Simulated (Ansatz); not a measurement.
# GeNH₂ (doublet): the correlation ladder, cc-pVDZ

Aim: climb from Hartree-Fock through coupled cluster and multireference methods for GeNH₂ (doublet) at one geometry and basis, and see what each rung misses.

Method: cc-pVDZ, core rule «outside noble gas», up to 15 orbitals frozen; program: Ansatz 0.2.0, Gaussian basis.

Plan: UHF; CCSD(T) on ROHF; CCSD(T) on UHF; BCCD(T) on ROHF; CISD; CCSDT(Q) on ROHF; CCSDT(Q) on UHF; CASSCF and MRCISD+Q, 11 electrons in 10 orbitals; CASSCF and NEVPT4(SD), 11 electrons in 10 orbitals; CASSCF and NEVPT2, 11 electrons in 10 orbitals.

15 further runs of the same task are left out: 6 that didn't finish, 9 set aside as unsound or not needed.

### Step 1. The system

The geometry is a PBE0/def2-TZVP stationary point (not a proven minimum). No spin-orbit coupling is included. The filled d shell of Ge may be among the frozen orbitals whatever the setting's name suggests; the logs give the count.

4 atoms, charge 0, spin multiplicity 2.

Atoms are counted from 1 here; the program's logs count them from 0.

Bond lengths: Ge1–N2 1.816 Å, N2–H3 1.009 Å, N2–H4 1.009 Å. Angles: Ge1–N2–H3 124.1°, Ge1–N2–H4 124.1°, H3–N2–H4 111.9°.

Geometry (Å):

```xyz
4

Ge    0.0000    0.0000    0.3411
N     0.0000    0.0000   -1.4753
H     0.0000    0.8361   -2.0406
H     0.0000   -0.8361   -2.0406
```

### Step 2. UHF

The input, in.yaml:

```yaml
crystal:
  periodic: [false, false, false]
  atoms:
    - {symbol: Ge, position_ang: [0.000000, 0.000000, 0.341103]}
    - {symbol: N, position_ang: [0.000000, 0.000000, -1.475302]}
    - {symbol: H, position_ang: [0.000000, 0.836103, -2.040604]}
    - {symbol: H, position_ang: [0.000000, -0.836103, -2.040604]}
basis:
  gaussian: {orbitals: cc-pVDZ}
magnetization: {spin_polarized: true, initial_magnetization: 1}
hamiltonian: {xc: hf}
output: {orbitals: {seedname: orbitals}}
```

Command:

```
> ansatz run in.yaml --threads 1 --pin off --events-out ev --progress --plain --max-ram 2393MiB
```

After this run come: CCSD(T) on ROHF; CCSD(T) on UHF; BCCD(T) on ROHF; CISD; CCSDT(Q) on ROHF; CCSDT(Q) on UHF; CASSCF and MRCISD+Q, 11 electrons in 10 orbitals; CASSCF and NEVPT4(SD), 11 electrons in 10 orbitals; CASSCF and NEVPT2, 11 electrons in 10 orbitals.

**Question.** What will the summary of the whole plan be? Wanted: UCCSDT(Q) below the RHF energy; RMP2 from UCCSDT(Q); UMP2 from UCCSDT(Q); RCCSD from UCCSDT(Q); RCCSD(T) from UCCSDT(Q); UCCSD(T) from UCCSDT(Q); RCCSDT(Q) from UCCSDT(Q); NEVPT2 valence from UCCSDT(Q); NEVPT4(SD) valence from UCCSDT(Q).

As calculated:

| quantity | value |
| --- | --- |
| UCCSDT(Q) below the RHF energy | -7.3983 eV |
| RMP2 from UCCSDT(Q) | +20.04 kcal/mol |
| UMP2 from UCCSDT(Q) | +20.12 kcal/mol |
| RCCSD from UCCSDT(Q) | +5.91 kcal/mol |
| RCCSD(T) from UCCSDT(Q) | +1.00 kcal/mol |
| UCCSD(T) from UCCSDT(Q) | +0.93 kcal/mol |
| RCCSDT(Q) from UCCSDT(Q) | +0.12 kcal/mol |
| NEVPT2 valence from UCCSDT(Q) | +26.96 kcal/mol |
| NEVPT4(SD) valence from UCCSDT(Q) | +4.72 kcal/mol |
| MRCISD+Q valence from UCCSDT(Q) | +1.34 kcal/mol |
| levels within 1 kcal/mol (43 meV) | RCCSD(T), UCCSD(T), BCCD(T), RCCSDT, UCCSDT, RCCSDT(Q) |
| T1 diagnostic | 0.024 |
| effectively unpaired electrons | 1.02 |

What this shows: RCCSD(T) misses by +1.00 kcal/mol, 0.6 % of the correlation energy. One determinant dominates. Of the multireference levels listed MRCISD+Q valence comes nearest in total energy (+1.34 kcal/mol), which doesn't show that its space is the better one. These misses are within one basis, not against nature; the frozen cores of restricted and unrestricted runs differ, which can shift their rows.
